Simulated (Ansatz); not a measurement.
# LuBe in Ansatz: the effect of functional

Crystal: LuBe.

```
CELL_PARAMETERS angstrom
3.32037 0.00000 0.00000
0.00000 3.32037 0.00000
0.00000 0.00000 3.32037
ATOMIC_POSITIONS crystal
Lu 0.00000 0.00000 0.00000
Be 0.50000 0.50000 0.50000
```

The cell was built by a generator and needn't be a form met in nature.

Alike in all runs:

```yaml
Program: Ansatz 0.2.0
Task: band structure
Potentials_or_basis: Ansatz PAW
k_mesh: 8 × 8 × 8
Occupations: fermi-dirac, width 0.05 eV
Spin: no spin polarisation
```

| functional | cutoff | pressure (GPa) |
| --- | --- | --- |
| LDA | 420 eV (not typed: the program's choice for these potentials) | ? |
| PBEsol | 420 eV (not typed: the program's choice for these potentials) | -2.5 |
| RPBE | 420 eV (not typed: the program's choice for these potentials) | 2.3 |
| revPBE | 420 eV (not typed: the program's choice for these potentials) | 1.8 |
| BLYP | 420 eV (not typed: the program's choice for these potentials) | 1.7 |
| r2SCAN | 500 eV (not typed: the program's choice for these potentials) | -0.4 |

Q: What does the run with functional LDA give?

A: Pressure -5.4 GPa.

Caveats: the PAW data sets come from PBE, with cores solved anew for the run's functional, which leaves a small shift of forces and pressure.

Runs at the PBE level aren't shown here.
